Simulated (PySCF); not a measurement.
**Solver options tried on MgZn**

Aim: find out which solver settings change the answer for MgZn.

Computed with PySCF 2.14.0. Level: method and basis as typed in the scripts.

### Step 1. Where the work starts

MgZn: 2 atoms, charge 0, spin multiplicity 1.

No contacts short enough for the rule that draws bonds.

### Step 2. The base run

Contents of input.py:

```python
from pyscf import gto, dft, tdscf

mol = gto.M(
    atom='Mg 0 0 0; Zn 0 0 2.672',
    basis='sbkjc',
    ecp={'Mg': 'sbkjc', 'Zn': 'sbkjc'},
    charge=0,
    spin=0,
    verbose=3,
)
mf = dft.RKS(mol, xc='mn15l')
mf = mf.density_fit(auxbasis='def2-universal-jkfit')
mf.kernel()
td = tdscf.TDA(mf)
td.nstates = 6
td.kernel()
td.analyze(verbose=3)
mf.dip_moment()
print('orbital energies (hartree):', mf.mo_energy[..., max(0, mol.nelec[1]-3):mol.nelec[0]+3].round(4))
```

Command:

```bash
> OMP_NUM_THREADS=1 python input.py
```

Its log is not repeated here.

Base result: E(SCF) = -225.832746 Eh, μ = 0.70 D, excitations 2.94, 2.94, 4.35, 4.67, 4.67 eV.

The bond length is a typed value, not an optimised one.

### Step 3. DIIS space 20

Variant 1 changes DIIS space: default → 20.

Contents of input.py:

```python
from pyscf import gto, dft, tdscf

mol = gto.M(
    atom='Mg 0 0 0; Zn 0 0 2.672',
    basis='sbkjc',
    ecp={'Mg': 'sbkjc', 'Zn': 'sbkjc'},
    charge=0,
    spin=0,
    verbose=3,
)
mf = dft.RKS(mol, xc='mn15l')
mf = mf.density_fit(auxbasis='def2-universal-jkfit')
mf.diis_space = 20
mf.kernel()
td = tdscf.TDA(mf)
td.nstates = 6
td.kernel()
td.analyze(verbose=3)
mf.dip_moment()
print('orbital energies (hartree):', mf.mo_energy[..., max(0, mol.nelec[1]-3):mol.nelec[0]+3].round(4))
```

Command:

```bash
> OMP_NUM_THREADS=1 python input.py
```

### Step 4. Convergence threshold 1e-05 hartree

Variant 2 changes convergence threshold: default → 1e-05 hartree.

Changes to input.py since step 2:

```diff
@@ -12,2 +12,3 @@
 mf = mf.density_fit(auxbasis='def2-universal-jkfit')
+mf.conv_tol = 1e-05
 mf.kernel()
```

### Step 5. Initial guess mod_huckel

Variant 3 changes initial guess: minao → mod_huckel.

Changes to input.py since step 2:

```diff
@@ -12,2 +12,3 @@
 mf = mf.density_fit(auxbasis='def2-universal-jkfit')
+mf.init_guess = 'mod_huckel'
 mf.kernel()
```

Q: Predict the outcome of this session. Wanted: for each run, E(SCF); from base; SCF dipole; after the SCF.

As calculated:

| run | E(SCF) (hartree) | from base (eV) | SCF dipole (D) | after the SCF |
| --- | --- | --- | --- | --- |
| base | -225.832746 | 0 | 0.70 | lowest root found 2.94 eV |
| DIIS space 20 | -225.832746 | 0.0000 | 0.70 | lowest root found 2.94 eV |
| convergence threshold 1e-05 hartree | -225.832746 | 0.0000 | 0.70 | lowest root found 2.94 eV |
| initial guess mod_huckel | -225.832746 | 0.0000 | 0.70 | lowest root found 2.94 eV |

In words: With DIIS space 20 or convergence threshold 1e-05 hartree or initial guess mod_huckel the SCF ends at the base energy.
